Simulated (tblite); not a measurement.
# C4H13N2PSi2: the cost of one run

Computed with tblite 0.8.0 and PySCF 2.14.0, with density-fitted response routines of our own, on a single molecule in the gas phase. Atoms are numbered from 0 throughout.

## Step 1: The molecule as given

22 atoms, charge 0, multiplicity 1; geometry from: force field or distance geometry start.

Bonds of the start (Å): N0–C1 1.14, C1–C2 1.48, C2–Si3 1.86, Si3–N4 1.78, Si3–P5 2.19, Si3–C6 1.88, C6–C7 1.50, C7–Si8 1.88, C2–H9 1.13, C2–H10 1.09, N4–H11 1.04, N4–H12 1.06, P5–H13 1.45, P5–H14 1.47, C6–H15 1.11, C6–H16 1.10, C7–H17 1.11, C7–H18 1.13, Si8–H19 1.45, Si8–H20 1.47, Si8–H21 1.49.

## Step 2: Geometry optimisation with GFN2-xTB

Job settings and geometry (Å):

```
{"job": {"kind": "relax", "xc": "GFN2-xTB", "basis": "xTB"}, "charge": 0, "multiplicity": 1}
N     -4.467600    -0.881000     0.857700
C     -3.426600    -0.501200     1.136800
C     -2.062500    -0.041300     1.500200
Si    -0.966600    -0.028800     0.000200
N     -1.231300    -1.510000    -0.959400
P     -1.275400     1.743900    -1.247200
C      0.830900    -0.031700     0.550700
C      1.652200    -0.061200    -0.705500
Si     3.503900    -0.072700    -0.383100
H     -2.205000     1.000300     1.901400
H     -1.621100    -0.664800     2.279300
H     -1.538800    -2.292500    -0.340200
H     -2.049300    -1.317200    -1.612400
H     -2.047600     2.770600    -0.579600
H      0.005000     2.377400    -1.601800
H      0.957900    -0.959700     1.154900
H      1.037200     0.832300     1.200400
H      1.457800     0.786300    -1.390500
H      1.403800    -1.027800    -1.237600
H      4.035800    -1.409000    -0.539500
H      3.805800     0.472000     0.950200
H      4.191200     0.835400    -1.336500
```

Started as:

```sh
$ OMP_NUM_THREADS=1 python probes_run.py task.json out
```

The driver reads the jobs from task.json and runs them one after another.

Q: Estimate the wall time and peak memory of this first job on 1 thread of Arm Neoverse N1, shared host.

About 4.3 s, with a peak of 0.19 GiB.
